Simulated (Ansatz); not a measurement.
# Li16B: the cost of one run

Method: DFT PBE, plane waves, PAW, scalar-relativistic, no spin polarisation, in Ansatz 0.2.0.

## Step 1: The system as given

The cell holds 17 atoms (BLi16): a = 6.980 Å, b = 6.980 Å, c = 6.980 Å, α = 90.00°, β = 90.00°, γ = 90.00°.

Coordinates:

```cif
data_structure
_symmetry_space_group_name_H-M 'P 1'
_symmetry_Int_Tables_number 1
_cell_length_a 6.9800
_cell_length_b 6.9800
_cell_length_c 6.9800
_cell_angle_alpha 90.000
_cell_angle_beta 90.000
_cell_angle_gamma 90.000
_cell_volume 340.07
loop_
_atom_site_label
_atom_site_type_symbol
_atom_site_fract_x
_atom_site_fract_y
_atom_site_fract_z
_atom_site_occupancy
Li1 Li 0.00000 0.00000 0.00000 1
Li2 Li 0.50000 0.00000 0.00000 1
Li3 Li 0.00000 0.50000 0.00000 1
Li4 Li 0.00000 0.00000 0.50000 1
Li5 Li 0.25000 0.25000 0.25000 1
Li6 Li 0.50000 0.50000 0.00000 1
Li7 Li 0.50000 0.00000 0.50000 1
Li8 Li 0.75000 0.25000 0.25000 1
Li9 Li 0.00000 0.50000 0.50000 1
Li10 Li 0.25000 0.75000 0.25000 1
Li11 Li 0.25000 0.25000 0.75000 1
Li12 Li 0.50000 0.50000 0.50000 1
Li13 Li 0.75000 0.75000 0.25000 1
Li14 Li 0.75000 0.25000 0.75000 1
Li15 Li 0.25000 0.75000 0.75000 1
Li16 Li 0.75000 0.75000 0.75000 1
B1 B 0.99445 0.24706 0.37980 1
```

## Step 2: End point A

The input, input.yaml:

```yaml
crystal:
  lattice:
    - [6.98, 0.0, 0.0]
    - [0.0, 6.98, 0.0]
    - [0.0, 0.0, 6.98]
  atoms:
    - { symbol: Li, position: [0.0, 0.0, 0.0] }
    - { symbol: Li, position: [0.5, 0.0, 0.0] }
    - { symbol: Li, position: [0.0, 0.5, 0.0] }
    - { symbol: Li, position: [0.0, 0.0, 0.5] }
    - { symbol: Li, position: [0.25, 0.25, 0.25] }
    - { symbol: Li, position: [0.5, 0.5, 0.0] }
    - { symbol: Li, position: [0.5, 0.0, 0.5] }
    - { symbol: Li, position: [0.75, 0.25, 0.25] }
    - { symbol: Li, position: [0.0, 0.5, 0.5] }
    - { symbol: Li, position: [0.25, 0.75, 0.25] }
    - { symbol: Li, position: [0.25, 0.25, 0.75] }
    - { symbol: Li, position: [0.5, 0.5, 0.5] }
    - { symbol: Li, position: [0.75, 0.75, 0.25] }
    - { symbol: Li, position: [0.75, 0.25, 0.75] }
    - { symbol: Li, position: [0.25, 0.75, 0.75] }
    - { symbol: Li, position: [0.75, 0.75, 0.75] }
    - { symbol: B, position: [-0.0055459, 0.2470639, 0.3797962] }
basis:
  ecutwfc: 420.0
kpoints:
  mp_grid: { grid: [3, 3, 3] }
hamiltonian:
  xc: pbe
scf:
  occupations: { method: fermi_dirac, width: 0.15 }
  lower_state_search: "off"
relax:
  f_tol: 0.03
  max_steps: 60
  adjacent_minimum: "off"
output:
  write_density: true
  write_potential: true
  elf: true
  volumetric_format: npy
```

Command:

```
ansatz run input.yaml --threads 2 --pin off --max-ram 5120MiB --backend cpu --events-out ev --progress --plain --runs-dir out
```

What time and memory should one allow on 2 threads of Intel Xeon Platinum 8488C (Sapphire Rapids), shared host?

About 33 s, with a peak of 0.64 GiB.
